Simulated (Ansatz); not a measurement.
# ScZn: how the settings move a relaxation

Question: which choices in the input matter for ScZn?

Method: reference: DFT, PBEsol, PAW with Ansatz's default frozen-core files, scalar-relativistic; relaxation of cell and atoms, in Ansatz 0.2.0.

### Step 1. The system as given

Symmetry: Pm-3m, No. 221, cubic system. The conventional cell has a = 3.350 Å, b = 3.350 Å, c = 3.350 Å, α = 90.00°, β = 90.00°, γ = 90.00°. Sc (site symmetry m-3m) has 8 Zn at 2.90 Å as nearest neighbours. Around Zn (site symmetry m-3m) lie 8 Sc at 2.90 Å.

Structure file:

```cif
data_structure
_symmetry_space_group_name_H-M 'Pm-3m'
_symmetry_Int_Tables_number 221
_cell_length_a 3.3500
_cell_length_b 3.3500
_cell_length_c 3.3500
_cell_angle_alpha 90.000
_cell_angle_beta 90.000
_cell_angle_gamma 90.000
_cell_volume 37.60
loop_
_atom_site_label
_atom_site_type_symbol
_atom_site_symmetry_multiplicity
_atom_site_Wyckoff_symbol
_atom_site_fract_x
_atom_site_fract_y
_atom_site_fract_z
_atom_site_occupancy
Sc1 Sc 1 a 0.00000 0.00000 0.00000 1
Zn1 Zn 1 b 0.50000 0.50000 0.50000 1
```

### Step 2. Reference

input.yaml

```yaml
crystal:
  lattice:
    - [3.35, 0.0, 0.0]
    - [0.0, 3.35, 0.0]
    - [0.0, 0.0, 3.35]
  atoms:
    - { symbol: Sc, position: [0.0, 0.0, 0.0] }
    - { symbol: Zn, position: [0.5, 0.5, 0.5] }
kpoints:
  mp_grid: { grid: [14, 14, 14] }
scf:
  occupations: { method: fermi_dirac, width: 0.05 }
hamiltonian:
  xc: pbesol
  pseudopotentials: { kind: paw }
relax:
  f_tol: 0.002
  max_steps: 80
  cell: {}
output:
  forces: true
  stress: true
```

Command:

```console
$ ansatz run input.yaml --threads 1 --pin off --max-ram 2560MiB --backend cpu --events-out ev --progress --plain --runs-dir out
```

Excerpt of the output:

```text
[...]
Basis set: ecut = 420 eV, 739 PW (Γ), exchange–correlation on 48×48×48 points (8 copies of the dense FFT grid, shifted against one another)
[...]
k-points: 120 of 2744
[...]
SCF iter   1: F=—  HF=-5393.042307 eV  |F-HF|=—  |Δ(HF+E_count)|=         —  Δρ=5.32e-3  dr2=1.25e-2  ethr=1.77e-3  ⟨swp⟩=5.0  Hψ=8849  notcnv=0
preconditioner: auto → none  [metal: Δε(μ)=0.018 eV  Ē_g=7.686 eV  σ=0.050 eV  W_gap=0.09  n_scr=6 (ndim 8)  ℏωp=23.5 eV  f_vac=0.000  D(μ)=1.92/eV (n_scr^D=18)  sad-step TF]
SCF iter   2: F=—  HF=-5393.038280 eV  |F-HF|=—  |Δ(HF+E_count)|=   4.03e-3  Δρ=2.01e-3  dr2=1.86e-3  ethr=5.43e-5  ⟨swp⟩=2.4  Hψ=3898  notcnv=0
[...]
relax step   1: F+E_penalty+E_count = -5393.03774374 eV  Δ(F+E_penalty+E_count) = +0.000e0 eV  max|allowed force component| = 7.889e-29 eV/Å  Δτ_max = 0.0000 Å  P = -3.350 GPa  Ω = 37.595 Å³  (7 SCF iters, dr2 threshold 1.00e-7 eV, accepted)
[...]
Basis set: ecut = 420 eV, 691 PW (Γ), exchange–correlation on 48×48×48 points (8 copies of the dense FFT grid, shifted against one another)
[...]
relax step   2: F+E_penalty+E_count = -5393.04769377 eV  Δ(F+E_penalty+E_count) = -9.950e-3 eV  max|allowed force component| = 2.630e-30 eV/Å  Δτ_max = 0.0000 Å  P = +2.610 GPa  Ω = 34.939 Å³  energy of the carried Pulay correction = +6.474e-4 eV  (7 SCF iters
[...]
relax step   3: F+E_penalty+E_count = -5393.05563428 eV  Δ(F+E_penalty+E_count) = -7.941e-3 eV  max|allowed force component| = 1.459e-29 eV/Å  Δτ_max = 0.0000 Å  P = -0.175 GPa  Ω = 36.054 Å³  energy of the carried Pulay correction = +3.698e-4 eV  (6 SCF iters
[...]
relax step   4: F+E_penalty+E_count = -5393.05569325 eV  Δ(F+E_penalty+E_count) = -5.897e-5 eV  max|allowed force component| = 2.275e-29 eV/Å  Δτ_max = 0.0000 Å  P = -0.008 GPa  Ω = 35.982 Å³  energy of the carried Pulay correction = +3.875e-4 eV  (4 SCF iters
[...]
SCF iter   5: F=—  HF=-5393.055330 eV  |F-HF|=—  |Δ(HF+E_count)|=   2.35e-9  Δρ=1.95e-6  dr2=3.97e-10  ethr=4.90e-11  ⟨swp⟩=2.5  Hψ=2851  notcnv=0
SCF iter   6: F=-5393.055330 eV  HF=-5393.055330 eV  |F-HF|=3.64e-12  |Δ(HF+E_count)|=  3.57e-10  Δρ=2.18e-7  dr2=6.89e-12  ethr=1.00e-12  ⟨swp⟩=3.5  Hψ=8586  notcnv=0
[...]
relax step   5: F+E_penalty+E_count = -5393.05532983 eV  Δ(F+E_penalty+E_count) = +3.634e-4 eV  max|allowed force component| = 2.117e-29 eV/Å  Δτ_max = 0.0000 Å  P = -0.013 GPa  Ω = 35.982 Å³  stress off target by 1.31e-2 GPa  SCF on the basis re-selected at t
[...]
SCF converged after 6 iterations
Free energy (F): -5393.055330 eV
[...]
E sigma→0 (E₀):  -5393.047281 eV
[...]
Fermi energy:    10.964012 eV
[...]
  P = ⅓ Tr σ = -0.0131 GPa (-0.131 kbar)
--- Relaxed structure (4 steps of the walk, 4 accepted, 1 SCFs on fresh bases) ---
[...]
```

Run time: 9.1 s. Hardware: 1 thread of Intel Xeon 6975P-C (Granite Rapids), shared host; peak memory 0.45 GiB.

### Step 3. Variant: scf.algorithm direct_min, hubbard.sites [{species: Sc, l: d, u_eff: 6.0}], hubbard.double_counting amf

Edit input.yaml of step 2 so:

```diff
@@ -12,2 +12,3 @@
   occupations: { method: fermi_dirac, width: 0.05 }
+  algorithm: direct_min
 hamiltonian:
@@ -15,2 +16,3 @@
   pseudopotentials: { kind: paw }
+  hubbard: { sites: [{ species: Sc, l: d, u_eff: 6.0 }], double_counting: amf }
 relax:
```

Command:

```console
$ ansatz run input.yaml --threads 1 --pin off --max-ram 2560MiB --backend cpu --events-out ev --progress --plain --runs-dir out
```

The log of the run, cut to the lines that bear on the results:

```text
Sc: projections on atomic orbitals take those of the free atom [Ne] 3s2 3p6 3d1 4s2, of charge +0.00 (hamiltonian.pseudopotentials.projection_atoms); the dataset's partial waves leave at most 3.7e-7 of an orbital's norm unspanned inside its sphere
Zn: projections on atomic orbitals take those of the free atom [Ar] 3d10 4s2, of charge +0.00 (hamiltonian.pseudopotentials.projection_atoms); the dataset's partial waves leave at most 6.8e-7 of an orbital's norm unspanned inside its sphere
[...]
Pseudopotentials: kind: paw
Pseudopotential: Sc, paw, valence charge 11, recommended cutoff 420 eV (normal), Sc.paw.azcp
Pseudopotential: Zn, paw, valence charge 12, recommended cutoff 420 eV (normal), Zn.paw.azcp
Functional definition: PBEsol
[...]
davidson cushion auto → on  (block headroom 4 < Hubbard manifold empty extent 5; pin scf.eigensolver.cushion to override)
Crystal: 2 atoms, lattice volume = 37.595 Å³
Basis set: ecut = 420 eV, 739 PW (Γ), exchange–correlation on 48×48×48 points (8 copies of the dense FFT grid, shifted against one another)
Bands: 16, of which v1, the nominal top of the filled ones, is band 12 counted from 1 (11 counted from 0)
Symmetry: 48 space group operations
Space group: Pm-3m (ITA 221), of the structure as read, at distance tolerance 3.4e-5 Å
k-points: 120 of 2744
[...]
Free energy (F): -5393.116112 eV
[...]
E sigma→0 (E₀):  -5393.110533 eV
Entropy (-TS):   -0.011159 eV (-5.579 meV/atom)
Fermi energy:    11.102083 eV
[...]
DFT+U double counting: amf (around mean field; hamiltonian.hubbard.double_counting)
--- Forces (eV/Å), atoms counted from 1 ---
  atom   1  Sc    -0.00000000    -0.00000000     0.00000000
  atom   2  Zn    -0.00000000     0.00000000    -0.00000000
[...]
--- Stress (GPa, compression-positive) ---
       -0.014140      -0.000000       0.000000
       -0.000000      -0.014140      -0.000000
        0.000000      -0.000000      -0.014140
  P = ⅓ Tr σ = -0.0141 GPa (-0.141 kbar)
--- Band table (eV; the first three rows and the last of 120) ---
  k-point 0: bands = ["-38.2894", "-16.9267", "-16.9267", "-16.9267", "3.1987", "3.8094", "3.8094", "4.1220", "4.1220", "4.1220", "11.6436", "11.6436", "13.7264", "13.7264", "13.7264", "16.5785"]
[...]
Occupation matrices written to <dir>
--- Relaxed structure (4 steps of the walk, 4 accepted, 1 SCFs on fresh bases) ---
  F+E_penalty+E_count = -5393.11611217 eV   max|allowed force component| = 2.761e-30 eV/Å   (the final SCF, on the basis selected at the relaxed cell)
  cell:  # Å, volume = 35.9225 Å³
    - [3.2995547875090567, -2.567906592516314e-34, -7.0617431294198645e-34]
    - [7.7037197775489426e-34, 3.2995547875090567, -1.9259299443872356e-34]
    - [-4.493836536903551e-34, 1.2839532962581572e-34, 3.2995547875090567]
  atoms:
    - { symbol: Sc, position: [-7.66539281348197e-34, 4.5992356880889895e-34, -1.1498089220224915e-34] }
    - { symbol: Zn, position: [0.5, 0.5, 0.5] }
```

Wall time 32 s (1 thread of Intel Xeon 6975P-C (Granite Rapids), shared host); peak memory 0.56 GiB.

Changing the solver and Hubbard U moves the energy by -30.4 meV/atom, and the final volume goes from 35.98 to 35.92 Å³. The U term adds an energy of its own, so the shift says nothing about which run is better. Cost: 27 SCF cycles against 30, 32 s against 9.1 s.

### Step 4. Variant: f_tol 0.05, max_displacement 0.3

Edit input.yaml of step 2 so:

```diff
@@ -16,5 +16,6 @@
 relax:
-  f_tol: 0.002
+  f_tol: 0.05
   max_steps: 80
   cell: {}
+  max_displacement: 0.3
 output:
@@ -22 +23,5 @@
   stress: true
+  write_density: true
+  write_potential: true
+  elf: true
+  volumetric_format: npy
```

Command:

```console
$ ansatz run input.yaml --threads 1 --pin off --max-ram 2560MiB --backend cpu --events-out ev --progress --plain --runs-dir out
```

The log of the run, cut to the lines that bear on the results:

```text
[...]
Pseudopotentials: kind: paw
Pseudopotential: Sc, paw, valence charge 11, recommended cutoff 420 eV (normal), Sc.paw.azcp
Pseudopotential: Zn, paw, valence charge 12, recommended cutoff 420 eV (normal), Zn.paw.azcp
Functional definition: PBEsol
[...]
Crystal: 2 atoms, lattice volume = 37.595 Å³
Basis set: ecut = 420 eV, 739 PW (Γ), exchange–correlation on 48×48×48 points (8 copies of the dense FFT grid, shifted against one another)
Bands: 16, of which v1, the nominal top of the filled ones, is band 12 counted from 1 (11 counted from 0)
Symmetry: 48 space group operations
Space group: Pm-3m (ITA 221), of the structure as read, at distance tolerance 3.4e-5 Å
k-points: 120 of 2744
[...]
SCF iter   1: F=—  HF=-5393.042307 eV  |F-HF|=—  |Δ(HF+E_count)|=         —  Δρ=5.32e-3  dr2=1.25e-2  ethr=1.77e-3  ⟨swp⟩=5.0  Hψ=8849  notcnv=0
[...]
       -0.013085       0.000000       0.000000
        0.000000      -0.013085      -0.000000
        0.000000      -0.000000      -0.013085
  P = ⅓ Tr σ = -0.0131 GPa (-0.131 kbar)
--- Band table (eV; the first three rows and the last of 120) ---
  k-point 0: bands = ["-38.3700", "-17.0025", "-17.0025", "-17.0025", "3.1738", "3.7771", "3.7771", "4.1053", "4.1053", "4.1053", "11.0518", "11.0518", "14.0376", "14.0376", "14.0376", "16.5414"]
[...]
--- Relaxed structure (4 steps of the walk, 4 accepted, 1 SCFs on fresh bases) ---
  F+E_penalty+E_count = -5393.05532983 eV   max|allowed force component| = 9.105e-30 eV/Å   (the final SCF, on the basis selected at the relaxed cell)
  cell:  # Å, volume = 35.9821 Å³
    - [3.3013802593338513, 0.0, 8.987673073807101e-34]
    - [2.5679065925163143e-34, 3.3013802593338513, -2.5679065925163143e-34]
    - [8.987673073807101e-34, -2.5679065925163143e-34, 3.3013802593338513]
  atoms:
    - { symbol: Sc, position: [-7.282123172807856e-34, 7.665392813479575e-35, -4.3572713442935856e-48] }
    - { symbol: Zn, position: [0.5, 0.5, 0.5] }
```

It took 10 s on 1 thread of Intel Xeon 6975P-C (Granite Rapids), shared host; peak memory 0.42 GiB.

Energy and cycle count are those of the reference, so the change (convergence setting and walk settings) left the result and the number of cycles as they were.

### Step 5. Comparison

```csv
run,ending,energy change,pressure (GPa),gap (eV),force (eV/Å),cycles,time
reference,converged,0,0.0,0.00,0.00,30,9.1 s
"1: scf.algorithm direct_min, hubbard.sites [{species: Sc, l: d, u_eff: 6.0}], hubbard.double_counting amf",converged,-30.4 meV/atom (U changed: no physical gain or loss),0.0,0.00,0.00,27,32 s
"2: f_tol 0.05, max_displacement 0.3",converged,0.0 meV/atom,0.0,0.00,0.00,30,10 s
```

Times don't compare one to one where runs were asked for different outputs or read a saved state (see the inputs); cycles may leave out searches for a lower state.

**Reading.** «f_tol 0.05, max_displacement 0.3» leaves the energy as it was. A changed U is a change of model: its shifts are not errors of convergence.
